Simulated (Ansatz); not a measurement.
# MnCuAs: the cost of one run

Computed with Ansatz 0.2.0 (DFT LDA, scalar-relativistic, plane waves, PAW, unless a step's input says otherwise).

## Step 1: The starting structure

The structure is tetragonal, space group P4/nmm (No. 129). Conventional cell: a = 3.436 Å, b = 3.436 Å, c = 6.334 Å, α = 90.00°, β = 90.00°, γ = 90.00°. Mn (site symmetry 4mm) has 5 As at 2.29 to 2.48 Å as nearest neighbours. Cu (site symmetry -4m2) is surrounded by 4 Cu at 2.43 Å and 4 As at 2.47 Å. As (site symmetry 4mm) has 5 Mn at 2.29 to 2.48 Å and 4 Cu at 2.47 Å as nearest neighbours.

As a file:

```cif
data_structure
_symmetry_space_group_name_H-M 'P 1'
_symmetry_Int_Tables_number 1
_cell_length_a 3.4355
_cell_length_b 3.4355
_cell_length_c 6.3336
_cell_angle_alpha 90.000
_cell_angle_beta 90.000
_cell_angle_gamma 90.000
_cell_volume 74.75
loop_
_atom_site_label
_atom_site_type_symbol
_atom_site_fract_x
_atom_site_fract_y
_atom_site_fract_z
_atom_site_occupancy
Mn1 Mn 0.00000 0.50000 0.14244 1
Mn2 Mn 0.50000 0.00000 0.85756 1
Cu1 Cu 0.00000 0.00000 0.50000 1
Cu2 Cu 0.50000 0.50000 0.50000 1
As1 As 0.00000 0.50000 0.78072 1
As2 As 0.50000 0.00000 0.21928 1
```

This cell comes from an earlier session at LDA: 12.459 Å³/atom at 0.00 GPa, on a 12×12×6 mesh.

## Step 2: Antiferromagnetic, in the cell as typed

Contents of input.yaml:

```yaml
crystal:
  lattice:
    - [3.4355436502, 0.0, 0.0]
    - [0.0, 3.4355436502, 0.0]
    - [0.0, 0.0, 6.3335734604]
  atoms:
    - { symbol: Mn, position: [0.0, 0.5, 0.142437409], spin: 3.5 }
    - { symbol: Mn, position: [0.5, 0.0, 0.857562591], spin: -3.5 }
    - { symbol: Cu, position: [0.0, 0.0, 0.5] }
    - { symbol: Cu, position: [0.5, 0.5, 0.5] }
    - { symbol: As, position: [0.0, 0.5, 0.7807155325] }
    - { symbol: As, position: [0.5, 0.0, 0.2192844675] }
basis:
  ecutwfc: 420
  ecutrho_ratio: 4
kpoints:
  mp_grid: { grid: [12, 12, 6] }
hamiltonian:
  xc: lda
scf:
  occupations: { method: gaussian, width: 0.05 }
  lower_state_search: "off"
output:
  forces: true
  stress: true
  eigenvalues: true
  populations: true
magnetization:
  spin_polarized: true
```

The run is started by

```bash
ansatz run input.yaml --threads 4 --pin off --max-ram 10240MiB --backend cpu --events-out ev --progress --plain --runs-dir out
```

Q: Estimate wall time and peak memory on 4 threads of Arm Neoverse V2, shared host.

About 44 s, with a peak of 0.99 GiB.
